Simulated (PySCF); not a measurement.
# F6Pt ([PtF6]-): the cost of one run

Computed with PySCF 2.14.0 and routines of our own; the level stands in each step. Atoms count from 0.

## Step 1: The system as given

7 atoms, charge -1, states of the metal's open shell are computed; geometry from: model start, shaken.

## Step 2: Optimising the geometry at PBE0-D3(BJ)/def2-TZVP

The job: settings as JSON, then the geometry in Å.

```
{"job": {"xc": "PBE0", "basis": "def2-TZVP", "d3": "d3bj", "grid": 1, "maxiter": 45, "kind": "geom"}, "charge": -1, "metal": "Pt", "open_shell": "d5"}
Pt     0.000020     0.004480    -0.004110
F     -0.013360    -0.006820     1.855130
F      0.000900     0.020100    -1.877380
F      1.860690     0.007350     0.005350
F     -1.868420    -0.013960    -0.000440
F      0.010430     1.849840    -0.006860
F     -0.028520    -1.889340    -0.027630
```

Command:

```console
OMP_NUM_THREADS=1 python lf_run.py task.json out
```

This one command runs all jobs of the session in turn.

Q: Estimate the wall time and peak memory of this first job on 1 thread of Arm Neoverse V1, shared host.

About 4 min, with a peak of 0.92 GiB.
